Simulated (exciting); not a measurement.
# MoSe (Fm-3m) in exciting: single point with PBE

Aim: the single point of MoSe with PBE.

Program: exciting (release sodium). These are calculated values, not measurements. Logs are shortened: lines on timing, memory, paths and dates and some standing lists are left out, and cuts for length are marked.

## Step 1: The undisturbed crystal

It takes space group Fm-3m (No. 225, cubic). The conventional cell has a = 5.786 Å, b = 5.786 Å, c = 5.786 Å, α = 90.00°, β = 90.00°, γ = 90.00°. Around Mo (site symmetry m-3m) lie 6 Se at 2.89 Å. Around Se (site symmetry m-3m) lie 6 Mo at 2.89 Å.

The cell was built by a generator and needn't be a form met in nature.

## Step 2: Single point, PBE (atoms moved at random, drawn with an rms of 0.05 Å)

File input.xml:

```xml
<input>
  <title>MoSe</title>
  <structure speciespath="./" tshift="false" cartesian="true">
    <crystal scale="1">
      <basevect>0.000000000000 5.466749985442 5.466749985442</basevect>
      <basevect>5.466749985442 0.000000000000 5.466749985442</basevect>
      <basevect>5.466749985442 5.466749985442 0.000000000000</basevect>
    </crystal>
    <species speciesfile="Mo.xml" rmt="2.3">
      <atom coord="0.010966300471 -0.057778080596 0.009419210225"/>
    </species>
    <species speciesfile="Se.xml" rmt="2">
      <atom coord="5.469658296434 5.460960697207 5.530126018023"/>
    </species>
  </structure>
  <groundstate do="fromscratch" ngridk="4 4 4" rgkmax="9" gmaxvr="14" lmaxapw="10" lmaxmat="10" lmaxvr="8" xctype="GGA_PBE" stype="Gaussian" swidth="0.00367493" nempty="14" ValenceRelativity="iora*" epsengy="1e-05" epspot="1e-05" maxscl="60" tforce="true" outputlevel="high"/>
</input>
```

Potentials or basis: all-electron LAPW+lo, shipped species files, valence relativity iora*.

Command:

```bash
> OMP_NUM_THREADS=1 exciting_smp
```

INFO.OUT:

```text
================================================================================
EXCITING SODIUM started
[... 10 lines left out ...]

 Lattice vectors (cartesian) :
      0.0000000000      5.4667499854      5.4667499854
      5.4667499854      0.0000000000      5.4667499854
      5.4667499854      5.4667499854      0.0000000000

 Reciprocal lattice vectors (cartesian) :
     -0.5746728242      0.5746728242      0.5746728242
      0.5746728242     -0.5746728242      0.5746728242
      0.5746728242      0.5746728242     -0.5746728242

 Unit cell volume                           :     326.7515324322
 Brillouin zone volume                      :       0.7591401687

 Species :    1 (Mo)
     parameters loaded from                 :    Mo.xml
     name                                   :    molybdenum
     nuclear charge                         :     -42.00000000
     electronic charge                      :      42.00000000
     atomic mass                            :  174887.92120000
     muffin-tin radius                      :       2.30000000
     # of radial points in muffin-tin       :     400

     atomic positions (cartesian) :
       1 :   0.01096630 -0.05777808  0.00941921

 Species :    2 (Se)
     parameters loaded from                 :    Se.xml
     name                                   :    selenium
     nuclear charge                         :     -34.00000000
     electronic charge                      :      34.00000000
     atomic mass                            :  143935.27480000
     muffin-tin radius                      :       2.00000000
     # of radial points in muffin-tin       :     350

     atomic positions (cartesian) :
       1 :   5.46965830  5.46096070  5.53012602

 Total number of atoms per unit cell        :       2

 Spin treatment                             :    spin-unpolarised

 Number of Bravais lattice symmetries       :      48
 Number of crystal symmetries               :       1

 k-point grid                               :       4    4    4
 Total number of k-points                   :      64
 k-point set is reduced with crystal symmetries

 R^MT_min * |G+k|_max (rgkmax)              :       9.00000000
 Species with R^MT_min                      :       2 (Se)
 Maximum |G+k| for APW functions            :       4.50000000
 Maximum |G| for potential and density      :      14.00000000
 Polynomial order for pseudochg. density    :       9

 G-vector grid sizes                        :      36    36    36
 Total number of G-vectors                  :   15089

 Maximum angular momentum used for
     APW functions                          :      10
     computing H and O matrix elements      :      10
     potential and density                  :       8
     inner part of muffin-tin               :       2

 Total nuclear charge                       :     -76.00000000
 Total electronic charge                    :      76.00000000
 Total core charge                          :      46.00000000
 Total valence charge                       :      30.00000000

 Effective Wigner radius, r_s               :       1.00872274

 Number of empty states                     :      14
 Total number of valence states             :      30

 Maximum Hamiltonian size                   :     558
 Maximum number of plane-waves              :     531
 Total number of local-orbitals             :      27

 Exchange-correlation type                  :      20
     Perdew-Burke-Ernzerhof, Phys. Rev. Lett. 77, 3865 (1996)
     Generalised gradient approximation (GGA)

 Smearing scheme                            :    Gaussian
 Smearing width                             :       0.00367493

 Using multisecant Broyden potential mixing
[... 6 lines left out ...]
* Groundstate module started                                                   *
********************************************************************************
 Output level for this task is set to high

++++++++++++++++++++++++++++++++++++++++++++++++++++++++++++++++++++++++++++++++
[... 5 lines left out ...]
+ SCF iteration number :    1                                                  +
++++++++++++++++++++++++++++++++++++++++++++++++++++++++++++++++++++++++++++++++
 Total energy                               :     -6471.68233900
 _______________________________________________________________
 Fermi energy                               :         0.29923183
 Kinetic energy                             :      6691.48568117
 Coulomb energy                             :    -12951.61427644
 Exchange energy                            :      -207.71330380
 Correlation energy                         :        -3.84043993
 Sum of eigenvalues                         :     -3815.72634575
 Effective potential energy                 :    -10507.21202692
 Coulomb potential energy                   :    -10231.64315492
 xc potential energy                        :      -275.56887200
 Hartree energy                             :      2064.07948016
 Electron-nuclear energy                    :    -14359.80211524
 Nuclear-nuclear energy                     :      -655.89164136
 Madelung energy                            :     -7835.79269898
 Core-electron kinetic energy               :         0.00000000

 DOS at Fermi energy (states/Ha/cell)       :       176.44968939

 Electron charges :
     core                                   :        46.00000000
     core leakage                           :         0.00079569
     valence                                :        30.00000000
     interstitial                           :         5.77464172
     charge in muffin-tin spheres :
                  atom     1    Mo          :        38.86176927
                  atom     2    Se          :        31.36358901
     total charge in muffin-tins            :        70.22535828
     total charge                           :        76.00000000
[... 540 lines left out ...]
 Coulomb energy                             :    -12953.76439121
 Exchange energy                            :      -207.94905769
 Correlation energy                         :        -3.84129225
 Sum of eigenvalues                         :     -3817.49252911
 Effective potential energy                 :    -10503.30222951
 Coulomb potential energy                   :    -10227.42187302
 xc potential energy                        :      -275.88035649
 Hartree energy                             :      2070.45087683
 Electron-nuclear energy                    :    -14368.32362669
 Nuclear-nuclear energy                     :      -655.89164136
 Madelung energy                            :     -7840.05345470
 Core-electron kinetic energy               :         0.00000000

 DOS at Fermi energy (states/Ha/cell)       :       179.25492070

 Electron charges :
     core                                   :        46.00000000
     core leakage                           :         0.00078857
     valence                                :        30.00000000
     interstitial                           :         5.48085332
     charge in muffin-tin spheres :
                  atom     1    Mo          :        39.37364050
                  atom     2    Se          :        31.14550618
     total charge in muffin-tins            :        70.51914668
     total charge                           :        76.00000000

 RMS change in effective potential (target) :  0.197686E-07  ( 0.100000E-04)
 Absolute change in total energy   (target) :  0.615972E-05  ( 0.100000E-04)
 Charge distance                   (target) :  0.103646E-07  ( 0.100000E-04)
 Abs. change in max-nonIBS-force   (target) :  0.562842E-07  ( 0.500000E-04)

++++++++++++++++++++++++++++++++++++++++++++++++++++++++++++++++++++++++++++++++
| Convergency criteria checked for the last 2 iterations                       +
| Convergence targets achieved. Performing final SCF iteration                 +
++++++++++++++++++++++++++++++++++++++++++++++++++++++++++++++++++++++++++++++++
 Total energy                               :     -6479.74504404
 _______________________________________________________________
 Fermi energy                               :         0.27317470
 Kinetic energy                             :      6685.80969840
 Coulomb energy                             :    -12953.76439238
 Exchange energy                            :      -207.94905782
 Correlation energy                         :        -3.84129225
 Sum of eigenvalues                         :     -3817.49252937
 Effective potential energy                 :    -10503.30222778
 Coulomb potential energy                   :    -10227.42187113
 xc potential energy                        :      -275.88035665
 Hartree energy                             :      2070.45087989
 Electron-nuclear energy                    :    -14368.32363091
 Nuclear-nuclear energy                     :      -655.89164136
 Madelung energy                            :     -7840.05345682
 Core-electron kinetic energy               :         0.00000000

 DOS at Fermi energy (states/Ha/cell)       :       179.25495599

 Electron charges :
     core                                   :        46.00000000
     core leakage                           :         0.00078857
     valence                                :        30.00000000
     interstitial                           :         5.48085312
     charge in muffin-tin spheres :
                  atom     1    Mo          :        39.37364074
                  atom     2    Se          :        31.14550614
     total charge in muffin-tins            :        70.51914688
     total charge                           :        76.00000000

++++++++++++++++++++++++++++++++++++++++++++++++++++++++++++++++++++++++++++++++
+ Self-consistent loop stopped                                                 +
++++++++++++++++++++++++++++++++++++++++++++++++++++++++++++++++++++++++++++++++
 STATE.OUT is written

--------------------------------------------------------------------------------
- Writing atomic positions and forces                                          -
--------------------------------------------------------------------------------

 Atomic positions (cartesian) :
 atom     1  Mo  :     0.01096630   -0.05777808    0.00941921
 atom     2  Se  :     5.46965830    5.46096070    5.53012602

 Total atomic forces including IBS (cartesian) :
 atom     1  Mo  :     0.00049135   -0.00324186   -0.00337184
 atom     2  Se  :    -0.00049135    0.00324186    0.00337184

 Atomic force components including IBS (cartesian) :
 atom     1  Mo  :    -0.00126072    0.00760512    0.00785430   HF force
                 :     0.00149325   -0.00921740   -0.00954075   core correction
                 :     0.00025882   -0.00162958   -0.00168539   IBS correction
 atom     2  Se  :     0.00126072   -0.00760512   -0.00785430   HF force
                 :    -0.00149325    0.00921740    0.00954075   core correction
                 :    -0.00025882    0.00162958    0.00168539   IBS correction

********************************************************************************
* Groundstate module stopped                                                   *
********************************************************************************

================================================================================
| EXCITING SODIUM stopped                                                      =
================================================================================
```

Run time: 11 min. Hardware: 1 thread of AMD EPYC, shared host; peak memory 0.15 GiB.

What came out:

| Quantity | Value |
| --- | --- |
| Free energy | -176322.8781 eV |
| Largest force | 0.242 eV/Å |
| Band gap on the k mesh | none (metal or under the smearing width) |
| All electrons inside the program's atomic spheres | Mo 39.37; Se 31.15 (radii Mo 2.3, Se 2.0 bohr) |
| Density of states at the Fermi level | 6.59 states/eV per cell |

Forces on the atoms (eV/Å):
```
Mo   0.025 -0.167 -0.173
Se  -0.025  0.167  0.173
```

Caveat: the k mesh is coarse (spacing up to 0.47 Å⁻¹), so the values aren't converged; the log's total energy holds no entropy term; the free energy is that total less TS from the occupations.
